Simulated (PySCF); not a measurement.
# DyH3P (Dy(PH3)2+): the cost of one run

The runs use PySCF 2.14.0; PBE0, Dy lcecp-0-SVP with ECP56, P def2-SVP, H def2-SVP; scalar-relativistic core potentials, no spin–orbit coupling.

1 further run of the same task is left out (for a known fault of the program).

### Step 1. Where the work starts

5 atoms, charge 2, spin multiplicity 1.

Bond lengths: Dy1–P2 3.047 Å, P2–H3 1.420 Å, P2–H4 1.420 Å, P2–H5 1.420 Å. Angles: Dy1–P2–H3 121.6°, Dy1–P2–H4 121.6°, Dy1–P2–H5 121.6°, H3–P2–H4 95.1°, H3–P2–H5 95.1°, H4–P2–H5 95.1°.

Coordinates:

```
Dy    0.0000    0.0000    0.0000
P     0.0000    0.0000    3.0475
H     1.2100    0.0000    3.7907
H    -0.6050    1.0479    3.7907
H    -0.6050   -1.0479    3.7907
```

Formal oxidation states: Dy +2. Each metal's 10 4f electrons lie in its core potential, so multiplicities, spins and levels count the valence alone.

### Step 2. SCF at the start, singlet

The input, run.py (the lines that set the calculation):

```python
mol = gto.M(atom='''
Dy     0.00000     0.00000     0.00000
P      0.00000     0.00000     3.04750
H      1.21000     0.00000     3.79070
H     -0.60500     1.04790     3.79070
H     -0.60500    -1.04790     3.79070''',
    basis={'Dy': 'lcecp-0-SVP', 'P': 'def2-SVP', 'H': 'def2-SVP'},
    ecp={'Dy': 'lcecp-0-SVP'},
    charge=2, spin=0)
mf = dft.RKS(mol, xc='PBE0')
mf.grids.atom_grid = (50, 194)  # f atoms: unpruned, at least (60, 302)
mf = mf.density_fit()  # fitting sets: Dy AutoAux, P def2-universal-JKFIT, H def2-universal-JKFIT
mf.conv_tol = 1e-08; mf.max_cycle = 55
mf.kernel(dm0)  # dm0: free metal ions and neutral atoms
```

Launch:

```
$ OMP_NUM_THREADS=2 python run.py
```

What time and memory should one allow on 2 threads of Arm Neoverse V2, shared host?

About 1.3 s, with a peak of 0.37 GiB.
